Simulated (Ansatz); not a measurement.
# SbPt: the cost of one run

Method: DFT LDA, scalar-relativistic, in Ansatz 0.2.0.

## Step 1: The structure to begin with

It takes space group P6_3/mmc (No. 194, hexagonal). Conventional cell: a = 4.130 Å, b = 4.130 Å, c = 5.472 Å, α = 90.00°, β = 90.00°, γ = 120.00°. Around Sb (site symmetry -6m2) lie 6 Pt at 2.75 Å. Around Pt (site symmetry -3m) lie 2 Pt at 2.74 Å and 6 Sb at 2.75 Å.

Coordinates:

```xyz
4
Lattice="4.1300 0.0000 0.0000 -2.0650 3.5767 0.0000 0.0000 0.0000 5.4720" Properties=species:S:1:pos:R:3 pbc="T T T"
Sb    0.0000    2.3845    1.3680
Sb    2.0650    1.1922    4.1040
Pt    0.0000    0.0000    0.0000
Pt    0.0000    0.0000    2.7360
```

Atoms are numbered in the order of the input: Sb1, Sb2, Pt3, Pt4.

## Step 2: After the deformation

Space group P6_3/mmc before, P6_3/mmc after.

## Step 3: All-electron LAPW

Input file input.yaml:

```yaml
crystal:
  lattice:
    - [4.1299978706, 0.0, 0.0]
    - [-2.0649989353, 3.5766830735, 0.0]
    - [0.0, 0.0, 5.36256]
  atoms:
    - { symbol: Sb, position: [0.3333333333, 0.6666666667, 0.25] }
    - { symbol: Sb, position: [0.6666666667, 0.3333333333, 0.75] }
    - { symbol: Pt, position: [0.0, 0.0, 0.0] }
    - { symbol: Pt, position: [0.0, 0.0, 0.5] }
kpoints:
  mp_grid: { grid: [11, 11, 8] }
  band_path:
    path:
      - [0.0, 0.0, 0.0]
      - [0.5, 0.0, 0.0]
      - [0.3333333333, 0.3333333333, 0.0]
      - [0.0, 0.0, 0.0]
      - [0.0, 0.0, 0.5]
      - [0.5, 0.0, 0.5]
      - [0.3333333333, 0.3333333333, 0.5]
      - [0.0, 0.0, 0.5]
      - [0.5, 0.0, 0.5]
    npoints: 5
scf:
  occupations: { method: fermi_dirac, width: 0.08 }
hamiltonian:
  xc: lda
  pseudopotentials: { kind: all_electron, lapw: { basis_error: 0.0005 } }
output:
  forces: true
  stress: true
  eigenvalues: true
```

On the command line:

```bash
$ ansatz run input.yaml --threads 1 --pin off --max-ram 4096MiB --backend cpu --events-out ev --progress --plain --runs-dir out
```

What time and memory should one allow on 1 thread of Arm Neoverse V1, shared host?

About 3.6 min, with a peak of 1.3 GiB.
